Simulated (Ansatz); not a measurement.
# F5H5OSi2: the cost of one run

Computed with Ansatz 0.2.0, Gaussian basis. Level: PBE0-D4, def2-SVP first, then def2-TZVP.

190 further runs of the same task are left out: 190 set aside as unsound or not needed.

**1. The starting structure**

The guess: 13 atoms, charge 0, spin multiplicity 1.

Atoms are counted from 1 here; the program's logs count them from 0.

Bond lengths: Si1–O2 1.674 Å, Si1–F4 1.586 Å, Si1–F5 1.586 Å, Si1–F6 1.607 Å, O2–Si3 1.684 Å, O2–H9 1.199 Å, Si3–H11 1.454 Å, Si3–H12 1.460 Å, Si3–H13 1.454 Å, H7–F8 1.103 Å. Angles: O2–Si1–F4 111.2°, O2–Si1–F5 110.7°, O2–Si1–F6 98.9°, F4–Si1–F5 133.8°, F4–Si1–F6 95.9°, F5–Si1–F6 96.0°, Si1–O2–Si3 127.3°, Si1–O2–H9 114.9°, Si3–O2–H9 117.8°, O2–Si3–H11 106.6°, O2–Si3–H12 97.8°, O2–Si3–H13 106.4°, H11–Si3–H12 114.6°, H11–Si3–H13 114.8°, H12–Si3–H13 114.5°.

Geometry (Å):

```
Si   -0.4028   -0.0051    1.2949
O     0.0557   -0.0410   -0.3147
Si   -0.9102   -0.4140   -1.6429
F    -0.8248    1.4576    1.7387
F     0.1684   -1.2663    2.0691
F    -1.8992   -0.5686    1.1391
H     2.0947    0.7387    0.7788
F     1.4243    0.7023    1.6536
H     1.2013    0.2488   -0.5197
F     2.3235    0.5958   -0.3908
H    -1.3467   -1.7895   -1.4649
H     0.0988   -0.2267   -2.6817
H    -1.9829    0.5680   -1.6596
```

Distances that are to change: Si1–F8 1.99 Å, H7–F10 1.20 Å, O2–H9 1.20 Å, Si1–O2 1.67 Å, H7–F8 1.10 Å, H9–F10 1.18 Å.

**2. Relaxing the guess with the reacting distances held**

File hold/in.yaml:

```yaml
crystal:
  periodic: [false, false, false]
  atoms:
    - {symbol: Si, position_ang: [-0.402800, -0.005100, 1.294900]}
    - {symbol: O, position_ang: [0.055700, -0.041000, -0.314700]}
    - {symbol: Si, position_ang: [-0.910200, -0.414000, -1.642900]}
    - {symbol: F, position_ang: [-0.824800, 1.457600, 1.738700]}
    - {symbol: F, position_ang: [0.168400, -1.266300, 2.069100]}
    - {symbol: F, position_ang: [-1.899200, -0.568600, 1.139100]}
    - {symbol: H, position_ang: [2.094700, 0.738700, 0.778800]}
    - {symbol: F, position_ang: [1.424300, 0.702300, 1.653600]}
    - {symbol: H, position_ang: [1.201300, 0.248800, -0.519700]}
    - {symbol: F, position_ang: [2.323500, 0.595800, -0.390800]}
    - {symbol: H, position_ang: [-1.346700, -1.789500, -1.464900]}
    - {symbol: H, position_ang: [0.098800, -0.226700, -2.681700]}
    - {symbol: H, position_ang: [-1.982900, 0.568000, -1.659600]}
basis:
  gaussian: {orbitals: def2-SVP}
hamiltonian: {xc: pbe0, dispersion: d4}
relax: {f_tol: 0.04, max_steps: 150, escape_saddle: false, constraints: [{distance: [0, 7]}, {distance: [6, 9]}, {distance: [1, 8]}, {distance: [0, 1]}, {distance: [6, 7]}, {distance: [8, 9]}]}
```

On the command line:

```
ansatz run in.yaml --threads 4 --pin off --events-out ev --progress --plain --max-ram 46080MiB --backend cpu
```

**Question.** How long does this run take on 4 threads of AMD EPYC 7R13, shared host?

About 22 s.
